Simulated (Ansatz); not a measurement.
# C3H5ClSi: up Jacob's ladder to CCSD(T)

Aim: compute C3H5ClSi with functionals from several rungs and with coupled cluster. The yardstick is the atomisation energy at the CCSD(T) limit.

Computed with Ansatz 0.2.0, Gaussian basis. Level: functionals in def2-TZVPP, the program's frozen cores in correlated methods.

Plan: LDA (SPW92), PBE-D4, revPBE-D4, BLYP-D4, r2SCAN-D4, B97M-V, PBE0-D4, B3LYP-D4, r2SCANh-D4, r2SCAN0-D4, HSE06-D4, BHLYP-D4, CAM-B3LYP-D4, LC-ωPBE, ωB97X-V, ωB97M-V, B2PLYP, PBE-QIDH; CCSD(T)/def2-SVP; CCSD(T)/def2-TZVPP; MP2/def2-QZVPP; extrapolation to the limit; RPA on PBE.

### 1 The geometry

An earlier PBE0-D4 in a triple-zeta def2 set relaxation fixed the geometry.

SMILES `ClC1=CC[SiH2]1`, 10 atoms, charge 0, spin multiplicity 1.

Atoms are counted from 1 here; the program's logs count them from 0.

Bond lengths: Cl1–C2 1.708 Å, C2–C3 1.341 Å, C2–Si5 1.860 Å, C3–C4 1.517 Å, C3–H6 1.089 Å, C4–Si5 1.897 Å, C4–H7 1.093 Å, C4–H8 1.093 Å, Si5–H9 1.487 Å, Si5–H10 1.487 Å. Angles: Cl1–C2–C3 127.7°, Cl1–C2–Si5 140.3°, C3–C2–Si5 92.1°, C2–C3–C4 107.0°, C2–C3–H6 127.3°, C4–C3–H6 125.6°, C3–C4–Si5 85.4°, C3–C4–H7 113.9°, C3–C4–H8 113.9°, Si5–C4–H7 116.8°, Si5–C4–H8 116.8°, H7–C4–H8 108.7°, C2–Si5–C4 75.5°, C2–Si5–H9 117.3°, C2–Si5–H10 117.3°, C4–Si5–H9 117.6°, C4–Si5–H10 117.6°, H9–Si5–H10 108.8°.

### 2 LDA

This LDA is Slater exchange with PW92 correlation.

Input file in.yaml:

```yaml
crystal:
  periodic: [false, false, false]
  atoms:
    - {symbol: Cl, position_ang: [-0.332847, 0.192729, 2.899146]}
    - {symbol: C, position_ang: [-0.134001, 0.079872, 1.206202]}
    - {symbol: C, position_ang: [0.043126, -1.029941, 0.474059]}
    - {symbol: C, position_ang: [0.167348, -0.592623, -0.972985]}
    - {symbol: Si, position_ang: [-0.058239, 1.166750, -0.300806]}
    - {symbol: H, position_ang: [0.090928, -2.056853, 0.832979]}
    - {symbol: H, position_ang: [1.134383, -0.826829, -1.424329]}
    - {symbol: H, position_ang: [-0.624043, -0.977214, -1.620686]}
    - {symbol: H, position_ang: [1.095172, 2.098699, -0.411360]}
    - {symbol: H, position_ang: [-1.298628, 1.894309, -0.679219]}
basis:
  gaussian: {orbitals: def2-TZVPP}
hamiltonian: {xc: lda}
output: {orbitals: {seedname: orbitals}}
```

Launch:

```bash
$ ansatz run in.yaml --threads 4 --pin off --events-out ev --progress --plain --max-ram 10444MiB
```

The runs that follow: PBE-D4 (GGA); revPBE-D4 (GGA); BLYP-D4 (GGA); r2SCAN-D4 (meta-GGA); B97M-V (meta-GGA); PBE0-D4 (hybrid); B3LYP-D4 (hybrid); r2SCANh-D4 (hybrid); r2SCAN0-D4 (hybrid); HSE06-D4 (hybrid); BHLYP-D4 (hybrid); CAM-B3LYP-D4 (range-separated); LC-ωPBE (range-separated); ωB97X-V (range-separated); ωB97M-V (range-separated); B2PLYP (double hybrid); PBE-QIDH (double hybrid); CCSD(T) in def2-SVP; CCSD(T) in def2-TZVPP; MP2 in def2-QZVPP; RPA on PBE orbitals.

Before running them: what should the planned runs give, taken together? Wanted: atomisation energy, CCSD(T)/CBS; farthest beyond LDA; mean size of error, GGA; mean size of error, meta-GGA; mean size of error, hybrid; mean size of error, range-separated; mean size of error, double hybrid; gap, smallest and largest; T1 diagnostic.

The runs gave:

| quantity | value |
| --- | --- |
| atomisation energy, CCSD(T)/CBS | 39.470 eV |
| functionals within 0.197 eV (0.5 %) | revPBE-D4, B3LYP-D4, r2SCANh-D4, CAM-B3LYP-D4, LC-ωPBE, PBE-QIDH |
| farthest beyond LDA | BHLYP-D4 (-1.118 eV) |
| mean size of error, GGA | 0.479 eV |
| mean size of error, meta-GGA | 0.278 eV |
| mean size of error, hybrid | 0.412 eV |
| mean size of error, range-separated | 0.114 eV |
| mean size of error, double hybrid | 0.286 eV |
| gap, smallest and largest | 4.73 eV (LDA (SPW92)), 11.85 eV (LC-ωPBE) |
| T1 diagnostic | 0.0116 |
| triples share of the correlation energy | 4.6 % |

**Reading.** LDA overbinds by 5.951 eV (15 %). PBE-D4 is off by +1.093 eV. Double hybrids carry the basis error of their MP2 part in triple zeta, and no dispersion term here, so their miss is partly the set-up's. Taken by rung, range-separated functionals do best (0.114 eV on average) and GGA ones worst beyond LDA (0.479 eV). Misses under about 0.197 eV are within the doubt on the reference itself, which lacks core-valence correlation, relativity and higher excitations. Hartree-Fock recovers 73 % of the binding; the rest is correlation. CCSD(T) in def2-SVP is off by -2.085 eV, more than most functionals: a good method in a small basis is no reference. Orbital gaps span 4.7 to 11.9 eV; exact exchange widens them.
